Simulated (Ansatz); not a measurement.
# C₇H₁₂FHfN: basis-set convergence

One table from this session's results is given with a row withheld; the runs are named, their logs left out.

Computed with Ansatz 0.2.0, Gaussian basis. Level: one geometry, several basis sets.

Plan: PBE0-D4/def2-SVP; ωB97M-V/def2-SVP; PBE0-D4/def2-QZVPP; ωB97M-V/def2-QZVPP; the functionals' def2-TZVPP values are taken from earlier runs.

## Structure used throughout

The geometry comes from an earlier relaxation with PBE0-D4 in a triple-zeta def2 set; it is a stationary point, not always the lowest conformer. Hf takes the def2 core potential; no spin-orbit term is included.

SMILES `C[C@@]12[C@H]3[C@H]4[C@H]5[C@@H]1[Hf]4532([CH3])([NH2])[F]`, 22 atoms, charge 0, spin multiplicity 1.

Atoms are counted from 1 here; the program's logs count them from 0.

Bond lengths: C1–C2 1.490 Å, C1–H11 1.091 Å, C1–H12 1.094 Å, C1–H13 1.091 Å, C2–C3 1.416 Å, C2–C6 1.413 Å, C2–Hf7 2.576 Å, C3–C4 1.413 Å, C3–Hf7 2.513 Å, C3–H14 1.082 Å, C4–C5 1.411 Å, C4–Hf7 2.492 Å, C4–H15 1.081 Å, C5–C6 1.413 Å, C5–Hf7 2.515 Å, C5–H16 1.080 Å, C6–Hf7 2.558 Å, C6–H17 1.081 Å and more. Angles: C2–C1–H11 111.5°, C2–C1–H12 110.2°, C2–C1–H13 111.7°, H11–C1–H12 107.7°, H11–C1–H13 107.9°, H12–C1–H13 107.8°, C1–C2–C3 126.5°, C1–C2–C6 126.5°, C1–C2–Hf7 124.4°, C3–C2–C6 106.9°, C3–C2–Hf7 71.4°, C6–C2–Hf7 73.3°, C2–C3–C4 108.8°, C2–C3–Hf7 76.3°, C2–C3–H14 125.4°, C4–C3–Hf7 72.8°, C4–C3–H14 125.8°, Hf7–C3–H14 117.2° and more.

Set-up of the first run:

The input, in.yaml:

```yaml
crystal:
  periodic: [false, false, false]
  atoms:
    - {symbol: C, position_ang: [0.914902, -0.654032, 2.144737]}
    - {symbol: C, position_ang: [1.006524, 0.140190, 0.887036]}
    - {symbol: C, position_ang: [1.777262, -0.180754, -0.256687]}
    - {symbol: C, position_ang: [1.693987, 0.888772, -1.176291]}
    - {symbol: C, position_ang: [0.854567, 1.873049, -0.613694]}
    - {symbol: C, position_ang: [0.431840, 1.409097, 0.651786]}
    - {symbol: Hf, position_ang: [-0.580760, -0.127838, -1.124246]}
    - {symbol: C, position_ang: [-1.311676, -1.877161, 0.065900]}
    - {symbol: N, position_ang: [-2.183166, 1.124225, -1.168197]}
    - {symbol: F, position_ang: [-0.429365, -0.910215, -2.876347]}
    - {symbol: H, position_ang: [-0.011892, -0.446191, 2.681295]}
    - {symbol: H, position_ang: [1.746859, -0.404143, 2.810002]}
    - {symbol: H, position_ang: [0.955947, -1.726058, 1.948535]}
    - {symbol: H, position_ang: [2.336648, -1.095856, -0.398391]}
    - {symbol: H, position_ang: [2.164222, 0.930270, -2.148382]}
    - {symbol: H, position_ang: [0.571168, 2.806309, -1.077670]}
    - {symbol: H, position_ang: [-0.226114, 1.931778, 1.332167]}
    - {symbol: H, position_ang: [-0.561989, -2.673030, 0.149025]}
    - {symbol: H, position_ang: [-2.174924, -2.305054, -0.461028]}
    - {symbol: H, position_ang: [-1.644879, -1.628929, 1.077581]}
    - {symbol: H, position_ang: [-2.997193, 0.913679, -1.732572]}
    - {symbol: H, position_ang: [-2.331938, 2.011893, -0.714569]}
basis:
  gaussian: {orbitals: def2-SVP}
hamiltonian: {xc: pbe0, dispersion: d4}
output: {orbitals: {seedname: orbitals}}
```

Among the steps run: PBE0-D4 in def2-SVP; ωB97M-V in def2-SVP; PBE0-D4 in def2-QZVPP; ωB97M-V in def2-QZVPP.

One of the session's tables, all rows but one given; the rest of the session is left out.

It belongs to the step «Density functionals: the series». 

```
functional       basis  HOMO (eV)  LUMO (eV)
   PBE0-D4    def2-SVP      -7.00      -0.31
   PBE0-D4  def2-TZVPP          ?          ?
   PBE0-D4  def2-QZVPP      -7.06      -0.39
   ωB97M-V    def2-SVP      -9.19       1.65
   ωB97M-V  def2-TZVPP      -9.21       1.23
   ωB97M-V  def2-QZVPP      -9.23       0.83
```

**Question.** Estimate the row for PBE0-D4, def2-TZVPP.

**Answer.** HOMO (eV): -7.04; LUMO (eV): -0.35. In the column «HOMO (eV)» it lies between PBE0-D4, def2-QZVPP (-7.06) and PBE0-D4, def2-SVP (-7.00).
